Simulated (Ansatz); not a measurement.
# BClH₅NOSi: a ladder of functionals and wavefunction methods

An exercise on one series of results from a longer session: the logs are not shown, and one member is left open.

Program: Ansatz 0.2.0, Gaussian basis. Level of theory: functionals in def2-TZVPP, the program's frozen cores in correlated methods. These are calculated values, not measurements.

Levels to be run: PBE-D4, r2SCAN-D4, PBE0-D4, B3LYP-D4, ωB97X-V, ωB97M-V, B2PLYP; CCSD(T)/def2-TZVPP; MP2/def2-QZVPP; extrapolation to the limit.

## The relaxed structure

The geometry comes from an earlier relaxation with PBE0-D4 in a triple-zeta def2 set; it is a stationary point, not always the lowest conformer.

SMILES `N[SiH2]B(O)Cl`, 10 atoms, charge 0, spin multiplicity 1.

Atoms are counted from 1 here; the program's logs count them from 0.

Bond lengths: N1–Si2 1.725 Å, N1–H6 1.008 Å, N1–H7 1.008 Å, Si2–B3 2.033 Å, Si2–H8 1.491 Å, Si2–H9 1.488 Å, B3–O4 1.345 Å, B3–Cl5 1.785 Å, O4–H10 0.964 Å. Angles: Si2–N1–H6 118.2°, Si2–N1–H7 118.7°, H6–N1–H7 109.9°, N1–Si2–B3 116.1°, N1–Si2–H8 108.3°, N1–Si2–H9 107.3°, B3–Si2–H8 106.8°, B3–Si2–H9 109.0°, H8–Si2–H9 109.1°, Si2–B3–O4 121.6°, Si2–B3–Cl5 119.7°, O4–B3–Cl5 118.6°, B3–O4–H10 114.2°.

The first run:

Contents of in.yaml:

```yaml
crystal:
  periodic: [false, false, false]
  atoms:
    - {symbol: N, position_ang: [-1.704881, -0.636392, 0.769385]}
    - {symbol: Si, position_ang: [-0.184029, 0.171480, 0.875474]}
    - {symbol: B, position_ang: [0.915443, 0.236866, -0.833125]}
    - {symbol: O, position_ang: [2.219500, 0.563923, -0.820047]}
    - {symbol: Cl, position_ang: [0.138461, -0.119025, -2.400581]}
    - {symbol: H, position_ang: [-1.708951, -1.644368, 0.755025]}
    - {symbol: H, position_ang: [-2.398018, -0.281454, 0.128690]}
    - {symbol: H, position_ang: [-0.431448, 1.583622, 1.284247]}
    - {symbol: H, position_ang: [0.606915, -0.509932, 1.936264]}
    - {symbol: H, position_ang: [2.630107, 0.584081, -1.692434]}
basis:
  gaussian: {orbitals: def2-TZVPP}
hamiltonian: {xc: pbe, dispersion: d4}
output: {forces: true, orbitals: {seedname: orbitals}}
```

On the command line:

```bash
ansatz run in.yaml --threads 4 --pin off --events-out ev --progress --plain --max-ram 10444MiB
```

Among the steps run: PBE-D4 (GGA); r2SCAN-D4 (meta-GGA); PBE0-D4 (hybrid); B3LYP-D4 (hybrid); ωB97X-V (range-separated); ωB97M-V (range-separated); B2PLYP (double hybrid); CCSD(T) in def2-TZVPP; MP2 in def2-QZVPP.

One table of the session follows, with a row left open; its other results are not shown here.

```
            method  atomisation energy (eV)
            PBE-D4                   37.538
         r2SCAN-D4                   36.998
           PBE0-D4                   36.823
          B3LYP-D4                   36.895
           ωB97X-V                   37.088
           ωB97M-V                   37.108
            B2PLYP                   36.479
     HF/def2-TZVPP                   26.528
    MP2/def2-TZVPP                   36.513
   CCSD/def2-TZVPP                   35.185
CCSD(T)/def2-TZVPP                        ?
           MP2/CBS                   37.638
       CCSD(T)/CBS                   36.887
```

**Question.** Estimate the row for CCSD(T)/def2-TZVPP.

The run gave: atomisation energy (eV): 35.762. In the column «atomisation energy (eV)» it lies between CCSD/def2-TZVPP (35.185) and B2PLYP (36.479).
